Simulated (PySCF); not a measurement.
# How the numerical set-up moves the result for KP⁺

Aim: see how much the energy and properties of KP⁺ depend on the numerical set-up.

Computed with PySCF 2.14.0. Level: method and basis as typed in the scripts.

5 further runs of the same task are left out: 5 that didn't finish.

### Step 1. The system as given

KP⁺: 2 atoms, charge 1, spin multiplicity 2.

Bond lengths: K1–P2 3.265 Å.

### Step 2. The base run

File input.py:

```python
from pyscf import gto, scf, mp

mol = gto.M(
    atom='K 0 0 0; P 0 0 3.265',
    basis='3-21g',
    charge=1,
    spin=1,
    symmetry=True,
    verbose=4,
)
mf = scf.UHF(mol)
mf.kernel()
mp.MP2(mf, frozen=10).kernel()
mf.dip_moment()
print('orbital energies (hartree):', [e[max(0, n-3):n+3].round(4) for e, n in zip(mf.mo_energy, mol.nelec)])
```

Launch:

```sh
$ OMP_NUM_THREADS=1 python input.py
```

Its log is not repeated here.

In short: E(SCF) = -934.960238 Eh, 8 cycles, E(MP2) − E(SCF) = -0.01667 Eh, ⟨S²⟩ = 1.751.

⟨S²⟩ = 1.75 against 0.75 for a pure state: the determinant is spin-contaminated. The bond length is a typed value, not an optimised one. The dipole of an ion depends on the origin.

### Step 3. 6-31g*

Run 1 changes basis set: 3-21g → 6-31g*.

File input.py:

```python
from pyscf import gto, scf, mp

mol = gto.M(
    atom='K 0 0 0; P 0 0 3.265',
    basis='6-31g*',
    charge=1,
    spin=1,
    symmetry=True,
    verbose=4,
)
mf = scf.UHF(mol)
mf.kernel()
mp.MP2(mf, frozen=10).kernel()
mf.dip_moment()
print('orbital energies (hartree):', [e[max(0, n-3):n+3].round(4) for e, n in zip(mf.mo_energy, mol.nelec)])
```

Launch:

```sh
$ OMP_NUM_THREADS=1 python input.py
```

### Step 4. Sbkjc (core potential on)

Run 2 changes basis set: 3-21g → sbkjc; core potential: off → on; frozen orbitals: 10 → none. The core potential changes with it: totals don't compare.

Edit input.py of step 2 so:

```diff
@@ -4,3 +4,4 @@
     atom='K 0 0 0; P 0 0 3.265',
-    basis='3-21g',
+    basis='sbkjc',
+    ecp={'K': 'sbkjc', 'P': 'sbkjc'},
     charge=1,
@@ -12,3 +13,3 @@
 mf.kernel()
-mp.MP2(mf, frozen=10).kernel()
+mp.MP2(mf).kernel()
 mf.dip_moment()
```

### Step 5. Sto-3g

Run 3 changes basis set: 3-21g → sto-3g.

Edit input.py of step 2 so:

```diff
@@ -4,3 +4,3 @@
     atom='K 0 0 0; P 0 0 3.265',
-    basis='3-21g',
+    basis='sto-3g',
     charge=1,
```

### Step 6. Ano-rcc-vdzp (X2C on)

Run 4 changes basis set: 3-21g → ano-rcc-vdzp; spin-free X2C: off → on.

Edit input.py of step 2 so:

```diff
@@ -4,3 +4,3 @@
     atom='K 0 0 0; P 0 0 3.265',
-    basis='3-21g',
+    basis='ano-rcc-vdzp',
     charge=1,
@@ -11,2 +11,3 @@
 mf = scf.UHF(mol)
+mf = mf.sfx2c1e()
 mf.kernel()
```

Before running it: what results should come out? Wanted: for each run, E(SCF); from base; gap, α spin; after the SCF.

The runs gave:

```tsv
run	E(SCF) (hartree)	from base (eV)	cycles	gap, α spin (eV)	functions	after the SCF
base	-934.960238	0	8	9.82	30	MP2 correlation -0.454 eV, core frozen
6-31g*	-939.625731	-126.9545	9	10.13	40	MP2 correlation -1.595 eV, core frozen
sbkjc (core potential on)	-6.274189	not comparable	8	9.73	16	MP2 correlation -0.263 eV
sto-3g	-929.854478	+138.9348	8	10.02	22	MP2 correlation -0.417 eV, core frozen
ano-rcc-vdzp (X2C on)	-942.812751	not comparable	10	10.24	40	MP2 correlation -5.862 eV, core frozen
```

What this shows: The largest comparable shift of the SCF energy, +138.935 eV, comes with the run “sto-3g”. 6-31g* (40 functions) gives an energy 126.95 eV lower than 3-21g (30). sto-3g (22 functions) gives an energy 138.93 eV higher than 3-21g (30).
